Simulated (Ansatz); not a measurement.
Run this with Ansatz 0.2.0 through its Python package and show what comes out.

Input file `mg2cusi3.vasp`:
```text
Mg2CuSi3
1.0
   2.66801190    1.54037739    3.86131858
  -2.66801190    1.54037739    3.86131858
   0.00000000   -3.08075477    3.86131858
Mg Si Cu
2 3 1
Direct
   0.62728500    0.62728500    0.62728500
   0.37271500    0.37271500    0.37271500
   0.00000000    0.50000000    0.00000000
   0.50000000    0.00000000    0.00000000
   0.00000000    0.00000000    0.50000000
   0.00000000    0.00000000    0.00000000
```

`ecut.py`
```python
import ansatz as az
from ase.io import read
from tabulate import tabulate

atoms = read("mg2cusi3.vasp", format="vasp")
system = az.Crystal.from_ase(atoms)

calc = (
    system.calculation()
    .occupations("fermi_dirac", width=0.1)
    .functional("LDA")
    .kpoints(6, 6, 6)
    .forces()
    .stress()
)

rows = []
for value in [250, 300, 350, 400]:
    r = calc.basis(value).run(threads=1).report
    rows.append((value, r["free_energy_ev"] / len(r["lattice"]["sites"]), r["n_iterations"], sum(r["stress_gpa"][i][i] for i in range(3)) / 3, max(abs(f) for row in r["forces_ev_ang"] for f in row), r["n_pw"]))

print(tabulate(rows, headers=["cutoff (eV)", "F/atom (eV)", "iterations", "P (GPa)", "max component (eV/A)", "plane waves"], floatfmt=".4f", tablefmt="simple"))

for row in rows[:-1]:
    shift = 1000 * (row[1] - rows[-1][1])
    print(f"{row[0]}: {shift:+.2f} meV/atom" + ("  (within 2 meV)" if abs(shift) < 2 else ""))
```

```console
$ python ecut.py
DeckWarning: basis.ecutwfc = 250 eV is below the records' recommended 420 eV, and the density's cutoff is lower with it unless basis.ecutrho_ratio is high enough to keep the records' density cutoff: compare with a run at a higher cutoff
DeckWarning: basis.ecutwfc = 300 eV is below the records' recommended 420 eV, and the density's cutoff is lower with it unless basis.ecutrho_ratio is high enough to keep the records' density cutoff: compare with a run at a higher cutoff
DeckWarning: basis.ecutwfc = 350 eV is below the records' recommended 420 eV, and the density's cutoff is lower with it unless basis.ecutrho_ratio is high enough to keep the records' density cutoff: compare with a run at a higher cutoff
DeckWarning: basis.ecutwfc = 400 eV is below the records' recommended 420 eV, and the density's cutoff is lower with it unless basis.ecutrho_ratio is high enough to keep the records' density cutoff: compare with a run at a higher cutoff
  cutoff (eV)    F/atom (eV)    iterations    P (GPa)    max component (eV/A)    plane waves
-------------  -------------  ------------  ---------  ----------------------  -------------
          250     -2030.2789             8    -3.5860                  0.0429            873
          300     -2030.7348             8    -4.2074                  0.0508           1109
          350     -2030.7953             8    -4.3974                  0.0525           1421
          400     -2030.8009             8    -4.4332                  0.0518           1699
250: +521.96 meV/atom
300: +66.11 meV/atom
350: +5.58 meV/atom
```
(Warnings from the package without file and line.)

Spin is left out of this run. For a metal this k-point mesh is coarse: on a finer one energies can move by several to tens of meV an atom and pressures by half a GPa or more, differences at one mesh by less. Pressure is positive in compression. The structure comes from a database of computed cells and needn't be a stable or known phase. Shifts are counted from the last row, which is itself no proven limit. Wall time of the script: 7.8 s on 1 thread of Intel(R) Xeon(R) 6975P-C (Granite Rapids) (shared host), peak memory 0.53 GiB.
